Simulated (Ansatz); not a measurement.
# W: a tetragonal deformation path

An exercise on one series of results from a longer session: the logs are not shown, and one member is left open.

Computed with Ansatz 0.2.0 (DFT r2SCAN, scalar-relativistic, plane waves, PAW, unless a step's input says otherwise).

## Starting point

The structure is cubic, space group Fm-3m (No. 225). The conventional cell has a = 4.060 Å, b = 4.060 Å, c = 4.060 Å, α = 90.00°, β = 90.00°, γ = 90.00°. Around W (site symmetry m-3m) lie 12 W at 2.87 Å.

Coordinates:

```
W
1.0
     0.00000    2.03000    2.03000
     2.03000    0.00000    2.03000
     2.03000    2.03000    0.00000
W
1
Cartesian
  0.0000 0.0000 0.0000
```

No relaxation comes first: the listed cell is the starting point.

## The reference cell

The reference gives a free energy of -10396.7317 eV, pressure -9.00 GPa, largest force 0.000 eV/Å and gap on the mesh none (metal). It was computed beforehand with the settings of the runs below.

The first run:

At fixed volume and fractional coordinates, lengths along (0.000, 0.000, 1.000) are scaled against those across it; ρ is that ratio over its starting value.

Input file input.yaml:

```yaml
crystal:
  lattice:
    - [0.0, 2.2787126677, 1.6110498561]
    - [2.2787126677, 0.0, 1.6110498561]
    - [2.2787126677, 2.2787126677, 0.0]
  atoms:
    - { symbol: W, position: [0.0, 0.0, 0.0] }
basis:
  ecutwfc: 500
kpoints:
  mp_grid: { grid: [22, 22, 22] }
hamiltonian:
  xc: r2scan
scf:
  occupations: { method: gaussian, width: 0.15 }
output:
  forces: true
  stress: true
  eigenvalues: true
  write_density: true
  write_potential: true
  elf: true
  volumetric_format: npy
```

Run with:

```console
$ ansatz run input.yaml --threads 1 --pin off --max-ram 2560MiB --backend cpu --events-out ev --progress --plain --runs-dir out
```

Among the steps run: Point ρ = 0.707; Point ρ = 1.414; Point ρ = 0.850; Point ρ = 1.200; At ρ = 0.780; ρ = 1.300; ρ = 0.920; ρ = 1.100; ρ = 0.650; At ρ = 1.500; Point ρ = 0.960; Point ρ = 1.050.

One table of the session follows, with a row left open; its other results are not shown here.

It belongs to the step «The scan collected». The scan, with free energies counted from the undisturbed cell:

```
    ρ  ΔE (meV/atom)  pressure (GPa)
0.650         -452.7           -13.4
0.707         -529.7           -14.5
0.780         -437.0           -13.2
0.850         -258.4           -10.8
0.920          -88.8            -9.2
0.960          -23.7            -8.9
1.000            0.0            -9.0
1.050          -28.4            -8.9
1.100          -79.1            -8.8
1.200         -142.8            -8.1
1.300         -101.3            -5.9
1.414              ?               ?
1.500          367.2             6.1
```

**Question.** Estimate the row for ρ = 1.414.

Worked estimate for «ΔE (meV/atom)». A straight line through the neighbours (1.300, -101.3) and (1.500, 367.2) gives -101.3 + (367.2 + 101.3) × (1.414 − 1.300) / (1.500 − 1.300) = 165.7; a parabola fitted to 3 rows on both sides gives 102.8.

**Answer.** ΔE (meV/atom): 107.8; pressure (GPa): -0.4. In «ΔE (meV/atom)» the line misses by +57.9 and the parabola by -5.0.
